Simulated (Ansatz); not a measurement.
# AsF₃GaH₃: small, medium and large basis sets

The task here is to estimate one member of a computed series from the others.

Computed with Ansatz 0.2.0, Gaussian basis. Level: one geometry, several basis sets.

The runs, in order: PBE0-D4/def2-SVP; ωB97M-V/def2-SVP; PBE0-D4/def2-QZVPP; ωB97M-V/def2-QZVPP; the functionals' def2-TZVPP values are taken from earlier runs.

## Structure used throughout

All runs share one geometry, relaxed beforehand with PBE0-D4 in a triple-zeta def2 set.

SMILES `[F][Ga-]([F])([F])[AsH3+]`, 8 atoms, charge 0, spin multiplicity 1.

Atoms are counted from 1 here; the program's logs count them from 0.

Bond lengths: F1–Ga2 1.752 Å, Ga2–F3 1.752 Å, Ga2–F4 1.752 Å, Ga2–As5 2.581 Å, As5–H6 1.502 Å, As5–H7 1.502 Å, As5–H8 1.502 Å. Angles: F1–Ga2–F3 117.1°, F1–Ga2–F4 117.2°, F1–Ga2–As5 99.9°, F3–Ga2–F4 117.2°, F3–Ga2–As5 99.8°, F4–Ga2–As5 99.7°, Ga2–As5–H6 118.2°, Ga2–As5–H7 118.0°, Ga2–As5–H8 118.1°, H6–As5–H7 99.6°, H6–As5–H8 99.6°, H7–As5–H8 99.6°.

Set-up of the first run:

Contents of in.yaml:

```yaml
crystal:
  periodic: [false, false, false]
  atoms:
    - {symbol: F, position_ang: [-0.086591, -1.747487, 1.722947]}
    - {symbol: Ga, position_ang: [0.746680, -1.216795, 0.275635]}
    - {symbol: F, position_ang: [2.353606, -0.547723, 0.478321]}
    - {symbol: F, position_ang: [0.430371, -2.106013, -1.200948]}
    - {symbol: As, position_ang: [-0.568209, 0.945773, -0.228250]}
    - {symbol: H, position_ang: [-1.672392, 1.340484, 0.710006]}
    - {symbol: H, position_ang: [-1.304068, 1.035336, -1.534291]}
    - {symbol: H, position_ang: [0.192804, 2.239425, -0.279220]}
basis:
  gaussian: {orbitals: def2-SVP}
hamiltonian: {xc: pbe0, dispersion: d4}
output: {orbitals: {seedname: orbitals}}
```

Launch:

```bash
> ansatz run in.yaml --threads 4 --pin off --events-out ev --progress --plain --max-ram 10444MiB
```

Steps of the session up to this table: PBE0-D4 in def2-SVP; ωB97M-V in def2-SVP; PBE0-D4 in def2-QZVPP; ωB97M-V in def2-QZVPP.

One table of the session follows, with a row left open; its other results are not shown here.

| functional | basis | HOMO (eV) |
| --- | --- | --- |
| PBE0-D4 | def2-SVP | -9.50 |
| PBE0-D4 | def2-TZVPP | ? |
| PBE0-D4 | def2-QZVPP | -9.69 |
| ωB97M-V | def2-SVP | -11.67 |
| ωB97M-V | def2-TZVPP | -11.82 |
| ωB97M-V | def2-QZVPP | -11.87 |

Q: Estimate the row for PBE0-D4, def2-TZVPP from the others.

As computed: HOMO (eV): -9.65. In the column «HOMO (eV)» it lies between PBE0-D4, def2-QZVPP (-9.69) and PBE0-D4, def2-SVP (-9.50).
